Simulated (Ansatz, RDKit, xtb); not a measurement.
**C5H7B2FO: which of the isomers drawn lies lowest?, part 1 of 2**

Which of a sample of isomers of C5H7B2FO is the most stable in the gas at 298.15 K, and what are its properties? The sample is small against all isomers, and the most stable one of this formula need not be in it.

The funnel: GFN2-xTB relaxations, single points with a density functional, relaxations at PBE-D3(BJ)/def2-SVP, harmonic vibrations (at GFN2-xTB), and a last energy at a higher level. All values are calculated.

## (1) Possible bonding patterns

Isomers were taken from a list of plausible structures; this is a sample, not all of them. That gives 10 candidates.

```tsv
label	SMILES	spin
c023	BOB[C@@]1(C#C)C[C@H]1F	singlet
c083	CB1C=CBOC=C1F	singlet
c180	COB1C=CBC(F)=C1	singlet
c598	CBBc1occc1F	singlet
c654	CC1=CBC=COB1F	singlet
c861	FCOB1C=CBC=C1	singlet
c865	CC1=CBOC=CB1F	singlet
c904	COC1=CBC(F)=CB1	singlet
c958	COC1=CBC=C(F)B1	singlet
c986	BOB[C@@]1(C#C)C[C@@H]1F	singlet
```

Candidates are built by distance geometry, with a force field where one applies, in up to four conformers (letters a to d).

## (2) First filter: tight binding

All 22 starts are relaxed the same way. One of them, c986b (taken from a list of plausible isomers, embedded by distance geometry and UFF), in full:

start.xyz

```xyz
16
c986b
C      0.768408     0.708143    -1.642160
C      1.382738     0.758150    -2.950982
C      1.897818     0.770682    -4.002918
C      1.727524     0.808300    -0.444702
C      1.059991    -0.520555    -0.767451
B     -0.786660     3.415454    -0.166823
B     -0.653402     1.399493    -1.439188
F      1.934440    -1.400522    -1.353909
O     -0.747680     2.880948    -1.515540
H      0.213729     3.703206     0.334662
H     -1.789854     3.525667     0.383744
H     -1.609313     0.747788    -1.383991
H      2.343957     0.812186    -5.032352
H      1.356293     1.283892     0.477179
H      2.790637     0.810177    -0.698382
H      0.297301    -0.857024    -0.038416
```

The run is started by

```
xtb start.xyz --gfn 2 --opt
```

The program printed, shortened:

```text
* xtb version 6.7.1
[...]
          :  # basis functions                  43          :
[...]
          :  # electrons                        46          :
[...]
          :  Hamiltonian                  GFN2-xTB          :
[...]
          :  net charge                          0          :
          :  unpaired electrons                  0          :
[...]
   *** convergence criteria satisfied after 12 iterations ***
[...]
   *** GEOMETRY OPTIMIZATION CONVERGED AFTER 59 ITERATIONS ***
[...]
   *** convergence criteria satisfied after 3 iterations ***
[...]
         ::                     SUMMARY                     ::
         :::::::::::::::::::::::::::::::::::::::::::::::::::::
         :: total energy             -25.539862803352 Eh    ::
         :: gradient norm              0.000592110571 Eh/a0 ::
         :: HOMO-LUMO gap              4.811817061594 eV    ::
         ::.................................................::
         :: SCC energy               -25.898639061747 Eh    ::
         :: -> isotropic ES            0.065885851798 Eh    ::
         :: -> anisotropic ES          0.004786204601 Eh    ::
         :: -> anisotropic XC          0.006324412547 Eh    ::
         :: -> dispersion             -0.010624157001 Eh    ::
         :: repulsion energy           0.358776258394 Eh    ::
         :: add. restraining           0.000000000000 Eh    ::
         :: total charge              -0.000000000000 e     ::
         :::::::::::::::::::::::::::::::::::::::::::::::::::::
[...]
        23        2.0000           -0.3942183             -10.7272 (HOMO)
        24                         -0.2173873              -5.9154 (LUMO)
[...]
     #   Z          covCN         q      C6AA      α(0)
     1   6          3.828    -0.051    21.458     6.591
     2   6          1.969    -0.023    31.668     9.088
     3   6          1.909    -0.109    34.135     9.436
     4   6          3.808    -0.071    21.845     6.653
     5   6          3.666     0.155    18.322     6.138
     6   5          2.662     0.298    17.210     6.983
     7   5          2.627     0.307    17.244     7.018
     8   9          0.784    -0.239    11.644     4.031
     9   8          1.577    -0.241    18.046     5.732
    10   1          0.935    -0.088     5.164     3.553
    11   1          0.935    -0.089     5.175     3.557
    12   1          0.936    -0.074     4.716     3.395
    13   1          0.928     0.079     1.994     2.208
    14   1          0.926     0.042     2.429     2.437
[...]
     #   Z sym  total        # sym  WBO       # sym  WBO       # sym  WBO
 ---------------------------------------------------------------------------
     1   6      3.919 --     2      1.071     7      0.951     4      0.891
                             5      0.887
     2   6      3.979 --     3      2.867     1      1.071
     3   6      3.970 --     2      2.867    13      0.971
     4   6      3.944 --     5      0.993    14      0.978    15      0.974
                             1      0.891
     5   6      3.865 --     4      0.993    16      0.964     8      0.942
                             1      0.887
     6   5      3.319 --     9      1.323    11      0.946    10      0.946
     7   5      3.377 --     9      1.305     1      0.951    12      0.944
     8   9      1.037 --     5      0.942
     9   8      2.675 --     6      1.323     7      1.305
    10   1      0.992 --     6      0.946
[...]
molecular dipole:
                 x           y           z       tot (Debye)
 q only:       -0.203       0.820       0.171
   full:       -0.182       0.813       0.262       2.220
molecular quadrupole (traceless):
[...]
          | TOTAL ENERGY              -25.539862803352 Eh   |
          | GRADIENT NORM               0.000592110571 Eh/α |
          | HOMO-LUMO GAP               4.811817061594 eV   |
           -------------------------------------------------
[...]
```

Wall time 0.27 s (4 threads of Arm Neoverse V2, shared host).

## (3) The minima found

22 of the 22 relaxations converged; 5 ended on a minimum already found. 17 distinct structures remain:

```tsv
label	start	SMILES after	spin	energy (kcal/mol)
c865a	drawn	CC1=CBOC=CB1F	singlet	0.0
c654a	drawn	CC1=CBC=COB1F	singlet	2.3
c023d	drawn	BOB[C@@]1(C#C)C[C@H]1F	singlet	26.8
c023a	drawn	BOB[C@@]1(C#C)C[C@H]1F	singlet	26.8
c986b	drawn	BOB[C@@]1(C#C)C[C@@H]1F	singlet	28.3
c986c	drawn	BOB[C@@]1(C#C)C[C@@H]1F	singlet	28.5
c986a	drawn	BOB[C@@]1(C#C)C[C@@H]1F	singlet	30.5
c083a	drawn	CB1C=CBOC=C1F	singlet	37.4
c180a	drawn	COB1C=CBC(F)=C1	singlet	49.1
c861a	drawn	FCOB1C=CBC=C1	singlet	53.7
c598c	drawn	CBBc1occc1F	singlet	56.5
c598b	drawn	CBBc1occc1F	singlet	57.0
c598a	drawn	CBBc1occc1F	singlet	63.6
c904b	drawn	COC1=CBC(F)=CB1	singlet	69.7
c958b	drawn	COC1=CBC=C(F)B1	singlet	71.1
c904a	drawn	COC1=CBC(F)=CB1	singlet	71.7
c958a	drawn	COC1=CBC=C(F)B1	singlet	72.9
```

## (4) Screening with a density functional

A choice of the minima (the low ones first, few conformers of a pattern, up to a cap) and the lowest that fell apart get a single point at r2SCAN-D4/def2-SVP on the tight-binding geometry, and one at HF/STO-3G for comparison. The lowest singlets are also tried as triplets at the same geometry (label ending in t). The first, c865a:

input.yaml

```yaml
crystal:
  periodic: [false, false, false]
  atoms:
    - {symbol: C, position_ang: [-1.073057, 2.463354, -2.035895]}
    - {symbol: C, position_ang: [-0.895319, 1.431489, -0.958985]}
    - {symbol: C, position_ang: [-1.978572, 0.839572, -0.401268]}
    - {symbol: C, position_ang: [0.305005, -0.705648, 1.296309]}
    - {symbol: C, position_ang: [1.042406, 0.098029, 0.510112]}
    - {symbol: B, position_ang: [-2.036031, -0.236941, 0.705361]}
    - {symbol: B, position_ang: [0.570774, 1.107185, -0.547229]}
    - {symbol: F, position_ang: [1.538853, 1.778876, -1.185097]}
    - {symbol: O, position_ang: [-1.016992, -0.832181, 1.362906]}
    - {symbol: H, position_ang: [-2.123081, 2.649301, -2.252301]}
    - {symbol: H, position_ang: [-0.571459, 2.134177, -2.945744]}
    - {symbol: H, position_ang: [-0.598025, 3.396072, -1.732700]}
    - {symbol: H, position_ang: [-2.946128, 1.162401, -0.781017]}
    - {symbol: H, position_ang: [-3.082938, -0.634351, 1.067352]}
    - {symbol: H, position_ang: [0.788585, -1.375845, 2.006864]}
    - {symbol: H, position_ang: [2.113280, 0.012756, 0.651753]}
basis:
  gaussian: {orbitals: def2-SVP}
hamiltonian: {xc: r2scan, dispersion: d4}
scf: {lower_state_search: off}
```

The run is started by

```
ansatz run input.yaml --threads 4 --pin off --max-ram 7830MiB --events-out events.jsonl --progress --plain --runs-dir runs
```

The program printed, shortened:

```text
Warning: RAYON_NUM_THREADS=4 ignored (pool sized by the plan → 4); use --threads N
Functional definition: r2SCAN
  name "r2SCAN"
[...]
1795 factors; their error is unknown
[...]
mean field -11403.03063020 eV, -419.0536464081 hartree, gradient 6.4e-6 eV, S^2 0.000000; 0 other end points of the search recorded, 0 dependent functions left out
reference -11403.03064209 eV, -419.0536468450 hartree; 32, 32 occupied and 129, 129 virtual orbitals, 1795 factors
Total energy: -11403.14208850 eV, -419.0577424251 hartree
Checks for a lower state left out: stability, starts, cluster_reference, orbital_swaps, neighbouring_geometries, increment
```

Run time: 1.9 s. Hardware: 4 threads of Arm Neoverse V2, shared host; peak memory 0.23 GiB.

Relative energies in kcal/mol, each column from its lowest structure that stays in one piece:

```tsv
label	SMILES	spin	GFN2-xTB	HF/STO-3G	r2SCAN-D4/def2-SVP
c654a	CC1=CBC=COB1F	singlet	2.3	0.3	0.0
c865a	CC1=CBOC=CB1F	singlet	0.0	0.0	0.4
c654at	CC1=CBC=COB1F	triplet	–	–	74.9
c865at	CC1=CBOC=CB1F	triplet	–	–	79.0
c023a	BOB[C@@]1(C#C)C[C@H]1F	singlet	26.8	71.6	85.2
c023d	BOB[C@@]1(C#C)C[C@H]1F	singlet	26.8	72.4	86.0
c986c	BOB[C@@]1(C#C)C[C@@H]1F	singlet	28.5	72.1	86.5
c986b	BOB[C@@]1(C#C)C[C@@H]1F	singlet	28.3	73.2	87.8
c023at	BOB[C@@]1(C#C)C[C@H]1F	triplet	–	–	208.1
```

## (5) Refinement at PBE-D3(BJ)/def2-SVP

3 candidates are relaxed at PBE-D3(BJ)/def2-SVP (chosen among the lowest in one piece, with other spins of them). The first, c654a:

input.yaml

```yaml
crystal:
  periodic: [false, false, false]
  atoms:
    - symbol: C
      position_ang: [-1.123523, 2.652822, -1.924062]
    - symbol: C
      position_ang: [-0.837044, 1.547713, -0.947313]
    - symbol: C
      position_ang: [-1.835169, 1.021073, -0.197386]
    - symbol: C
      position_ang: [-0.483759, -0.878321, 1.228237]
    - symbol: C
      position_ang: [0.772260, -0.737570, 0.771148]
    - symbol: B
      position_ang: [-1.756622, -0.103859, 0.849302]
    - symbol: B
      position_ang: [0.649422, 1.080211, -0.875458]
    - symbol: F
      position_ang: [1.540019, 1.701070, -1.666689]
    - symbol: O
      position_ang: [1.238656, 0.123411, -0.137085]
    - symbol: H
      position_ang: [-0.881553, 2.322084, -2.933333]
    - symbol: H
      position_ang: [-0.486284, 3.509663, -1.711880]
    - symbol: H
      position_ang: [-2.165902, 2.960254, -1.889237]
    - symbol: H
      position_ang: [-2.818380, 1.459931, -0.360511]
    - symbol: H
      position_ang: [-2.748886, -0.401319, 1.402683]
    - symbol: H
      position_ang: [-0.582035, -1.660462, 1.972394]
    - symbol: H
      position_ang: [1.581809, -1.367108, 1.137781]
basis:
  gaussian:
    orbitals: def2-SVP
hamiltonian:
  xc: pbe
  dispersion: d3bj
relax:
  f_tol: 0.006
scf:
  lower_state_search: off
```

The run is started by

```
ansatz run input.yaml --threads 4 --pin off --max-ram 7830MiB --events-out events.jsonl --progress --plain --runs-dir runs
```

The program printed, shortened:

```text
Warning: RAYON_NUM_THREADS=4 ignored (pool sized by the plan → 4); use --threads N
[...]
Functional definition: PBE
  name "PBE"
[...]
1795 factors; their error is unknown
[...]
mean field -11395.37769594 eV, -418.7724062612 hartree, gradient 5.1e-6 eV, S^2 0.000000; 0 other end points of the search recorded, 0 dependent functions left out
[...]
reference -11395.37773711 eV, -418.7724077744 hartree; 32, 32 occupied and 129, 129 virtual orbitals, 1795 factors
relax step   1: F+E_penalty+E_count = -11395.78679450 eV  Δ(F+E_penalty+E_count) = +0.000e0 eV  max|allowed force component| = 9.654e-1 eV/Å  Δτ_max = 0.0000 Å  (21 SCF iters, accepted)
[...]
relax step   6: F+E_penalty+E_count = -11395.91717513 eV  Δ(F+E_penalty+E_count) = -8.764e-5 eV  max|allowed force component| = 6.856e-3 eV/Å  Δτ_max = 0.0092 Å  (23 SCF iters, accepted)
[...]
Atom 7 at     1.541563     1.700121    -1.709830 Å, force     0.000744    -0.000103    -0.000998 eV/Å
Atom 8 at     1.238224     0.103292    -0.138478 Å, force     0.000186     0.000104    -0.000051 eV/Å
Atom 9 at    -0.830279     2.378777    -2.969082 Å, force    -0.000869    -0.000524    -0.000490 eV/Å
Atom 10 at    -0.505480     3.568036    -1.706132 Å, force     0.000421     0.001121     0.000611 eV/Å
Atom 11 at    -2.187445     2.961945    -1.935717 Å, force    -0.000006    -0.000450     0.000489 eV/Å
Atom 12 at    -2.837156     1.464190    -0.346027 Å, force    -0.000726     0.000141    -0.000391 eV/Å
Atom 13 at    -2.795002    -0.425030     1.430275 Å, force     0.000102    -0.000540    -0.000457 eV/Å
Atom 14 at    -0.570732    -1.691059     2.021034 Å, force    -0.000133    -0.000144     0.000423 eV/Å
Atom 15 at     1.611084    -1.386640     1.155250 Å, force    -0.000050     0.001428     0.000398 eV/Å
Dipole moment:     0.015936     0.011122    -0.017376 e Å
Checks for a lower state left out: stability, starts, cluster_reference, orbital_swaps, neighbouring_geometries, increment
```

It took 9.6 s on 4 threads of Arm Neoverse V2, shared host; peak memory 0.22 GiB.

Energy change by step (eV): 0.0000, -0.1154, -0.1293, -0.1296, -0.1303, -0.1304, -0.1304.

After the run. Bond lengths: C1–C2 1.509 Å, C2–C3 1.376 Å, C4–C5 1.364 Å, C3–B6 1.550 Å, C4–B6 1.535 Å, C2–B7 1.559 Å, B7–F8 1.344 Å, C5–O9 1.344 Å, B7–O9 1.380 Å, C1–H10 1.111 Å, C1–H11 1.111 Å, C1–H12 1.108 Å, C3–H13 1.109 Å, B6–H14 1.221 Å, C4–H15 1.104 Å, C5–H16 1.105 Å. Some angles: C1–C2–C3 121.1°, C1–C2–B7 115.1°, C3–C2–B7 123.9°, C2–C3–B6 129.2°, C4–C5–O9 128.4°, C5–C4–B6 128.9°, C3–B6–C4 125.9°, C2–B7–F8 118.3°, C2–B7–O9 129.6°, F8–B7–O9 112.1°.

## (6) Ranking at PBE-D3(BJ)/def2-SVP

```tsv
label	spin	r2SCAN-D4/def2-SVP (kcal/mol)	PBE-D3(BJ)/def2-SVP, relaxed (kcal/mol)	time
c865a	singlet	0.4	0.0	9.3 s
c654a	singlet	0.0	0.1	9.6 s
c654at	triplet	74.9	57.1	90 s
```

c865a: Bond lengths: C1–C2 1.505 Å, C2–C3 1.376 Å, C4–C5 1.362 Å, C3–B6 1.542 Å, C2–B7 1.568 Å, C5–B7 1.536 Å, B7–F8 1.356 Å, C4–O9 1.344 Å, B6–O9 1.389 Å, C1–H10 1.108 Å, C1–H11 1.111 Å, C1–H12 1.111 Å, C3–H13 1.110 Å, B6–H14 1.218 Å, C4–H15 1.105 Å, C5–H16 1.104 Å. Some angles: C1–C2–C3 120.8°, C1–C2–B7 116.7°, C3–C2–B7 122.5°, C2–C3–B6 130.9°, C4–C5–B7 129.9°, C5–C4–O9 128.9°, C3–B6–O9 128.0°, C2–B7–C5 127.4°, C2–B7–F8 116.1°, C5–B7–F8 116.5°.

c654a: Bond lengths: C1–C2 1.509 Å, C2–C3 1.376 Å, C4–C5 1.364 Å, C3–B6 1.550 Å, C4–B6 1.535 Å, C2–B7 1.559 Å, B7–F8 1.344 Å, C5–O9 1.344 Å, B7–O9 1.380 Å, C1–H10 1.111 Å, C1–H11 1.111 Å, C1–H12 1.108 Å, C3–H13 1.109 Å, B6–H14 1.221 Å, C4–H15 1.104 Å, C5–H16 1.105 Å. Some angles: C1–C2–C3 121.1°, C1–C2–B7 115.1°, C3–C2–B7 123.9°, C2–C3–B6 129.2°, C4–C5–O9 128.4°, C5–C4–B6 128.9°, C3–B6–C4 125.9°, C2–B7–F8 118.3°, C2–B7–O9 129.6°, F8–B7–O9 112.1°.

c654at: Bond lengths: C1–C2 1.503 Å, C2–C3 1.454 Å, C4–C5 1.368 Å, C3–B6 1.533 Å, C4–B6 1.543 Å, C2–B7 1.543 Å, B7–F8 1.343 Å, C5–O9 1.358 Å, B7–O9 1.390 Å, C1–H10 1.114 Å, C1–H11 1.106 Å, C1–H12 1.115 Å, C3–H13 1.113 Å, B6–H14 1.220 Å, C4–H15 1.104 Å, C5–H16 1.106 Å. Some angles: C1–C2–C3 119.9°, C1–C2–B7 120.3°, C3–C2–B7 119.1°, C2–C3–B6 124.5°, C4–C5–O9 130.2°, C5–C4–B6 128.8°, C3–B6–C4 119.7°, C2–B7–F8 121.3°, C2–B7–O9 124.9°, F8–B7–O9 113.6°.

## (7) Are they minima? Harmonic frequencies

The lowest few in one piece go on as finalists. In this search the thermal terms come from GFN2-xTB at its own nearest minimum. The first, c865a:

start.xyz

```xyz
16
c865a
C     -1.073071     2.476318    -2.046539
C     -0.891080     1.440868    -0.969030
C     -1.978590     0.828644    -0.389218
C      0.318568    -0.719404     1.314404
C      1.048650     0.098799     0.506588
B     -2.062089    -0.245188     0.713895
B      0.583777     1.107318    -0.554052
F      1.557331     1.788536    -1.208075
O     -1.016079    -0.856848     1.393244
H     -2.138866     2.662240    -2.284233
H     -0.546625     2.170875    -2.976286
H     -0.598305     3.436801    -1.751954
H     -2.970468     1.150786    -0.768443
H     -3.146079    -0.655983     1.086420
H      0.812107    -1.396717     2.034958
H      2.138122     0.001197     0.658740
```

The run is started by

```
xtb start.xyz --gfn 2 --ohess tight
```

The program printed, shortened:

```text
* xtb version 6.7.1
[...]
          :  # basis functions                  43          :
[...]
          :  # electrons                        46          :
[...]
          :  Hamiltonian                  GFN2-xTB          :
[...]
          :  net charge                          0          :
          :  unpaired electrons                  0          :
[...]
   *** convergence criteria satisfied after 13 iterations ***
[...]
   *** GEOMETRY OPTIMIZATION CONVERGED AFTER 6 ITERATIONS ***
[...]
   *** convergence criteria satisfied after 3 iterations ***
[...]
         ::                     SUMMARY                     ::
         :::::::::::::::::::::::::::::::::::::::::::::::::::::
         :: total energy             -25.585005820828 Eh    ::
         :: gradient norm              0.000197105232 Eh/a0 ::
         :: HOMO-LUMO gap              3.268424035206 eV    ::
         ::.................................................::
         :: SCC energy               -25.888308866407 Eh    ::
         :: -> isotropic ES            0.069296895650 Eh    ::
         :: -> anisotropic ES          0.005812679625 Eh    ::
         :: -> anisotropic XC          0.004632330106 Eh    ::
         :: -> dispersion             -0.011091281657 Eh    ::
         :: repulsion energy           0.303303045579 Eh    ::
         :: add. restraining           0.000000000000 Eh    ::
         :: total charge              -0.000000000000 e     ::
         :::::::::::::::::::::::::::::::::::::::::::::::::::::
[...]
        23        2.0000           -0.3961495             -10.7798 (HOMO)
        24                         -0.2760371              -7.5114 (LUMO)
[...]
molecular dipole:
                 x           y           z       tot (Debye)
 q only:       -0.275      -0.161       0.152
   full:       -0.078      -0.110       0.108       0.439
molecular quadrupole (traceless):
[...]
          | TOTAL ENERGY              -25.585005820832 Eh   |
          | TOTAL ENTHALPY            -25.459883150898 Eh   |
          | TOTAL FREE ENERGY         -25.503726823076 Eh   |
          | GRADIENT NORM               0.000197174219 Eh/α |
[...]
```

Run time: 0.18 s. Hardware: 4 threads of Arm Neoverse V2, shared host.

## (8) Thermal terms of the finalists

As xtb prints them, at 298.15 K, with its own treatment of low modes:

```tsv
label	SMILES	spin	lowest mode (cm⁻¹)	zero-point (kcal/mol)	G − E (kcal/mol)
c865a	CC1=CBOC=CB1F	singlet	38	72.3	51.0
c654a	CC1=CBC=COB1F	singlet	26	72.1	50.8
c654at	CC1=CBC=COB1F	triplet	67	69.8	48.2
```

## (9) Last filter: a higher level

Single points at CCSD(T)/def2-SVP + MP2/def2-TZVPP - MP2/def2-SVP on the refined geometries decide the order.

c865a, CCSD(T)/def2-SVP:

input.yaml

```yaml
crystal:
  periodic: [false, false, false]
  atoms:
    - {symbol: C, position_ang: [-1.073071, 2.476318, -2.046539]}
    - {symbol: C, position_ang: [-0.891080, 1.440868, -0.969030]}
    - {symbol: C, position_ang: [-1.978590, 0.828644, -0.389218]}
    - {symbol: C, position_ang: [0.318568, -0.719404, 1.314404]}
    - {symbol: C, position_ang: [1.048650, 0.098799, 0.506588]}
    - {symbol: B, position_ang: [-2.062089, -0.245188, 0.713895]}
    - {symbol: B, position_ang: [0.583777, 1.107318, -0.554052]}
    - {symbol: F, position_ang: [1.557331, 1.788536, -1.208075]}
    - {symbol: O, position_ang: [-1.016079, -0.856848, 1.393244]}
    - {symbol: H, position_ang: [-2.138866, 2.662240, -2.284233]}
    - {symbol: H, position_ang: [-0.546625, 2.170875, -2.976286]}
    - {symbol: H, position_ang: [-0.598305, 3.436801, -1.751954]}
    - {symbol: H, position_ang: [-2.970468, 1.150786, -0.768443]}
    - {symbol: H, position_ang: [-3.146079, -0.655983, 1.086420]}
    - {symbol: H, position_ang: [0.812107, -1.396717, 2.034958]}
    - {symbol: H, position_ang: [2.138122, 0.001197, 0.658740]}
basis:
  gaussian:
    orbitals: def2-SVP
total_charge: 0
correlation:
  method: ccsd_t
  frozen_orbitals: {F: 1, C: 1, H: 0, B: 1, O: 1}
```

The run is started by

```
ansatz run input.yaml --threads 4 --pin off --max-ram 7830MiB --events-out events.jsonl --progress --plain --runs-dir runs
```

The program printed, shortened:

```text
Warning: RAYON_NUM_THREADS=4 ignored (pool sized by the plan → 4); use --threads N
Functional definition: HF
  name "HF"
[...]
1637 factors; integrals over basis functions are off by at most 1.5e-3 eV
[...]
mean field -11343.45326518 eV, -416.8642186265 hartree, gradient 2.3e-6 eV, S^2 0.000000; 0 other end points of the search recorded, 0 dependent functions left out; unrestricted orbitals would lower it
9 core orbitals not correlated: weight in the atoms' cores, before any rotation towards them, 1.000 or more for the frozen orbitals, at most 0.000 for the correlated occupied ones
reference -11343.45326518 eV, -416.8642186265 hartree; 23, 23 occupied and 129, 129 virtual orbitals, 1637 factors
second order -31.96545924 eV of doubles, -0.00000000 eV of singles
cycle   1  -32.58460390 eV  change   -6.2e-1 eV  update   1.4e-1
[...]
cycle  10  -33.67055246 eV  change   -2.2e-5 eV  update   2.7e-5
perturbative correction -1.19851127 eV, -0.0440444770 hartree
Total energy: -11378.32232891 eV, -418.1456330836 hartree
```

It took 50 s on 4 threads of Arm Neoverse V2, shared host; peak memory 1.9 GiB.

(Continued in part 2 of 2.)
